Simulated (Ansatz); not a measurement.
**One shape, several levels: doublet CH3ClF2Si+**

Wanted: a comparison of 6 runs (UHF/3-21G, UHF/def2-SVP, U-wB97M-V/def2-SVP, U-wB97X/def2-SVP, UHSE06/def2-SVP, UMP2/def2-SVP) of doublet CH3ClF2Si+. 

The calculation is run with Ansatz 0.2.0.

126 further runs of the same task are left out: 126 set aside as unsound or not needed.

## (1) The molecule

CH3ClF2Si+: 8 atoms, total charge +1, spin state doublet. As SMILES of the parent species, `C[Si](F)(F)Cl`. The coordinates come from a PBE0-D4/def2-TZVP relaxation. That shape belongs to the parent species and isn't relaxed for this state.

Bond lengths: C1–Si2 1.832 Å, Si2–F3 1.582 Å, Si2–F4 1.582 Å, Si2–Cl5 2.029 Å, C1–H6 1.092 Å, C1–H7 1.092 Å, C1–H8 1.091 Å. Some angles: C1–Si2–F3 111.0°, C1–Si2–F4 111.0°, C1–Si2–Cl5 112.6°, F3–Si2–F4 106.6°, F3–Si2–Cl5 107.7°, F4–Si2–Cl5 107.8°, Si2–C1–H6 110.1°, Si2–C1–H7 110.4°, Si2–C1–H8 110.4°, H6–C1–H7 108.6°.

## (2) A single-point energy at UHF/3-21G (run 1)

File molecule.yaml:

```yaml
crystal:
  periodic: [false, false, false]
  atoms:
    - symbol: C
      position_ang: [-0.808500, -0.299000, 0.512200]
    - symbol: Si
      position_ang: [0.690600, 0.151400, -0.439200]
    - symbol: F
      position_ang: [1.987000, -0.472300, 0.219100]
    - symbol: F
      position_ang: [0.616200, -0.415600, -1.914200]
    - symbol: Cl
      position_ang: [0.963100, 2.158500, -0.560900]
    - symbol: H
      position_ang: [-0.917100, -1.385400, 0.549800]
    - symbol: H
      position_ang: [-0.740200, 0.080400, 1.533400]
    - symbol: H
      position_ang: [-1.698800, 0.124800, 0.044100]
basis:
  gaussian: {orbitals: 3-21G.json}
total_charge: 1
magnetization: {spin_polarized: true, initial_magnetization: 1}
hamiltonian: {xc: hf}
accuracy: high
output: {orbitals: {seedname: orbitals}}
```

The basis set 3-21G is read from a file made from the Basis Set Exchange's data (not shown).

The run is started by

```sh
ansatz run molecule.yaml --threads 1 --pin off --max-ram 3480MiB --events-out events.jsonl --progress --plain --runs-dir runs
```

Log:

```text
Warning: RAYON_NUM_THREADS=1 ignored (pool sized by the plan → 1); use --threads N
Functional definition: HF
  name "HF"
  exchange = exact_x
  correlation = 0
1327 factors; integrals over basis functions are off by at most 9.0e-9 eV
mean field evaluation 1: about -26707.4430 eV, gradient 3.6e1 eV
mean field evaluation 2: about -26707.4419 eV, gradient 3.6e1 eV
mean field evaluation 4: about -26711.9642 eV, gradient 2.1e0 eV
mean field evaluation 8: about -26712.2650 eV, gradient 6.5e-1 eV
mean field evaluation 16: about -26712.3376 eV, gradient 2.8e-5 eV
mean field evaluation 32: about -26712.2824 eV, gradient 1.3e-1 eV
mean field evaluation 64: about -26710.5126 eV, gradient 5.8e0 eV
mean field evaluation 96: about -26712.2063 eV, gradient 3.7e-1 eV
mean field evaluation 128: about -26710.7397 eV, gradient 2.2e1 eV
mean field -26712.33760287 eV, -981.6603006328 hartree, gradient 1.9e-8 eV, S^2 0.752808; 3 other end points of the search recorded, 0 dependent functions left out
reference -26712.33760287 eV, -981.6603006328 hartree; 29, 28 occupied and 30, 31 virtual orbitals, 1327 factors
Total energy: -26712.33760287 eV, -981.6603006328 hartree
```

It took 4.2 s on 1 thread of Arm Neoverse V2, shared host; peak memory 0.19 GiB.

## (3) The energy at UHF/def2-SVP (run 2)

File input.yaml:

```yaml
crystal:
  periodic: [false, false, false]
  atoms:
    - symbol: C
      position_ang: [-0.808500, -0.299000, 0.512200]
    - symbol: Si
      position_ang: [0.690600, 0.151400, -0.439200]
    - symbol: F
      position_ang: [1.987000, -0.472300, 0.219100]
    - symbol: F
      position_ang: [0.616200, -0.415600, -1.914200]
    - symbol: Cl
      position_ang: [0.963100, 2.158500, -0.560900]
    - symbol: H
      position_ang: [-0.917100, -1.385400, 0.549800]
    - symbol: H
      position_ang: [-0.740200, 0.080400, 1.533400]
    - symbol: H
      position_ang: [-1.698800, 0.124800, 0.044100]
basis:
  gaussian:
    orbitals: def2-SVP
total_charge: 1
magnetization:
  spin_polarized: true
  initial_magnetization: 1
hamiltonian:
  xc: hf
accuracy: high
output: {orbitals: {seedname: orbitals}}
```

The run is started by

```sh
ansatz run input.yaml --threads 1 --pin off --max-ram 3480MiB --events-out events.jsonl --progress --plain --runs-dir runs
```

Log, cut to the lines that bear on the results:

```text
Warning: RAYON_NUM_THREADS=1 ignored (pool sized by the plan → 1); use --threads N
[... 2 set-up lines as earlier in the session ...]
[...]
1969 factors; integrals over basis functions are off by at most 2.4e-8 eV
[...]
mean field -26837.76589559 eV, -986.2697053718 hartree, gradient 2.0e-8 eV, S^2 0.758148; 3 other end points of the search recorded, 0 dependent functions left out
reference -26837.76589559 eV, -986.2697053718 hartree; 29, 28 occupied and 64, 65 virtual orbitals, 1969 factors
Total energy: -26837.76589559 eV, -986.2697053718 hartree
```

Wall time 12 s (1 thread of Arm Neoverse V2, shared host); peak memory 0.45 GiB.

Runs 3 to 5 aren't shown in full; the table further down has their settings and results.

## (4) The energy at UMP2/def2-SVP (run 6)

File in.yaml:

```yaml
crystal:
  periodic: [false, false, false]
  atoms:
    - symbol: C
      position_ang: [-0.808500, -0.299000, 0.512200]
    - symbol: Si
      position_ang: [0.690600, 0.151400, -0.439200]
    - symbol: F
      position_ang: [1.987000, -0.472300, 0.219100]
    - symbol: F
      position_ang: [0.616200, -0.415600, -1.914200]
    - symbol: Cl
      position_ang: [0.963100, 2.158500, -0.560900]
    - symbol: H
      position_ang: [-0.917100, -1.385400, 0.549800]
    - symbol: H
      position_ang: [-0.740200, 0.080400, 1.533400]
    - symbol: H
      position_ang: [-1.698800, 0.124800, 0.044100]
basis:
  gaussian:
    orbitals: def2-SVP
total_charge: 1
magnetization:
  spin_polarized: true
  initial_magnetization: 1
correlation:
  method: mp2
  frozen_orbitals: {C: 1, Cl: 5, F: 1, H: 0, Si: 5}
accuracy: high
```

The run is started by

```sh
ansatz run in.yaml --threads 1 --pin off --max-ram 3480MiB --events-out events.jsonl --progress --plain --runs-dir runs
```

Log, cut to the lines that bear on the results:

```text
Warning: RAYON_NUM_THREADS=1 ignored (pool sized by the plan → 1); use --threads N
[... 2 set-up lines as earlier in the session ...]
[...]
1969 factors; integrals over basis functions are off by at most 2.4e-8 eV
[...]
mean field -26837.76589559 eV, -986.2697053718 hartree, gradient 2.0e-8 eV, S^2 0.758148; 7 other end points of the search recorded, 0 dependent functions left out
13 core orbitals not correlated: weight in the atoms' cores, before any rotation towards them, 1.000 or more for the frozen orbitals, at most 0.000 for the correlated occupied ones
reference -26837.76589559 eV, -986.2697053718 hartree; 16, 15 occupied and 64, 65 virtual orbitals, 1969 factors
second order -19.43015187 eV of doubles, -0.00000000 eV of singles
Total energy: -26857.19604745 eV, -986.9837502826 hartree
```

Run time: 13 s. Hardware: 1 thread of Arm Neoverse V2, shared host; peak memory 0.45 GiB.

## (5) All runs side by side

```
run               level  frozen core orbitals  energy (Eh)  HOMO energy (eV)  LUMO energy (eV)   ⟨S²⟩  wall time
  1           UHF/3-21G                     –  -981.660301            -19.60            -10.60  0.753      4.2 s
  2        UHF/def2-SVP                     –  -986.269705            -19.34            -10.31  0.758       12 s
  3  U-wB97M-V/def2-SVP                     –  -988.503042            -18.47            -12.58  0.756    4.5 min
  4    U-wB97X/def2-SVP                     –  -988.551149            -18.56            -12.55  0.760    2.4 min
  5     UHSE06/def2-SVP                     –  -988.086248            -16.06            -14.71  0.756       28 s
  6       UMP2/def2-SVP                    13  -986.983750                 –                 –  0.758       13 s
```

## (6) What came out

| quantity | value |
| --- | --- |
| run 6: total energy | -986.98375 Eh |
| run 6: correlation energy (13 core orbitals frozen) | -714.0 mEh |
| run 6: ⟨S²⟩ of the reference determinant | 0.758 |

Totals of different functionals can't be ranked against each other. All runs together took 7.9 min, the longest 4.5 min.
